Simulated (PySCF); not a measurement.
# PbF: from the state search to spectroscopic constants

One job finds the state of PbF, follows it along the bond with each method and fits the curves.

The runs use PySCF 2.14.0; Pb x2c-TZVPPall, F x2c-TZVPPall, spin-free X2C with a Gaussian nucleus.

## 1. Input

Settings of the job:

* atoms: Pb, F
* charge: 0
* basis: Pb x2c-TZVPPall, F x2c-TZVPPall
* Hamiltonian: spin-free X2C with a Gaussian nucleus
* basis functions: 114
* electrons treated: 91
* masses in u: 207.9766, 18.9984
* levels: PBE0, PBE, r²SCAN, revPBE, BHandHLYP, r²SCAN0, TPSS, LC-ωPBE, HF, MP2, SCS-MP2, CCSD, CCSD(T)
* grid: 80 radial by 434 angular points
* occupations: held fixed by the projection of orbital angular momentum
* dissociation limit: Pb + F, each in its ground configuration
* starting distance in angstrom: 2.010
* values of 2S to try: 1, 3

Started as:

```
$ OMP_NUM_THREADS=2 python dia.py task.json out
```

The runs that follow: First curve: PBE0; Other states along the same grid; PBE (GGA); r²SCAN (meta-GGA); revPBE; BHandHLYP (global hybrid GGA); r²SCAN0; TPSS (meta-GGA); LC-ωPBE (range-separated hybrid); UHF (mean field); Adding correlation.

What does the calculation give? Wanted: for each run, Re; ωe; De; μ.

**Answer**, as computed:

Lowest PBE0 solution found, without spin–orbit coupling: doublet, unpaired electrons π ↑. State 2 has its PBE0 minimum 4.53 eV higher. The other levels ran on the lowest alone.

```tsv
level	Re (Å)	ωe (cm⁻¹)	De (eV)	μ (D)
UHF	2.036	537	2.56	-3.89
UHF-MP2	2.051	528	4.63	n/a
UHF-SCS-MP2	2.058	522	4.48	n/a
UHF-CCSD	2.047	531	4.20	n/a
UHF-CCSD(T)	2.052	527	4.36	n/a
PBE	2.072	503	4.99	-3.35
revPBE	2.084	492	4.74	-3.40
TPSS	2.065	512	4.85	-3.36
r²SCAN	2.047	528	4.72	-3.35
PBE0	2.048	526	4.52	-3.52
r²SCAN0	2.035	541	4.32	-3.51
BHandHLYP	2.043	533	4.16	-3.77
LC-ωPBE	2.040	537	4.63	-3.56
```

De is counted to Pb + F in their ground configurations. A positive dipole means Pb(−)F(+).

Differences from CCSD(T) in the same basis:

```tsv
level	Re (mÅ)	ωe (%)
UHF	-16	+2.0
UHF-MP2	0	+0.3
UHF-SCS-MP2	+6	-0.9
UHF-CCSD	-4	+0.8
PBE	+21	-4.5
revPBE	+32	-6.6
TPSS	+13	-2.8
r²SCAN	-5	+0.3
PBE0	-4	-0.1
r²SCAN0	-17	+2.7
BHandHLYP	-8	+1.2
LC-ωPBE	-11	+2.0
```

Judged by CCSD(T) in the same basis: best bond length UHF-MP2 (0 mÅ), worst revPBE (+32 mÅ); best wavenumber PBE0 (-0.1 %), worst revPBE (-6.6 %). Hartree–Fock makes the bond too short and too stiff against this reference, as it mostly does. PBE has the long and soft bond that GGAs tend to give. Among the levels with a De in the table, it runs from 2.56 eV (UHF) to 4.99 eV (PBE).

Correlated steps freeze 35 core orbitals. Spin–orbit coupling is left out, which matters for elements this heavy, above all for dissociation energies. With spin–orbit coupling the term label itself may not hold.
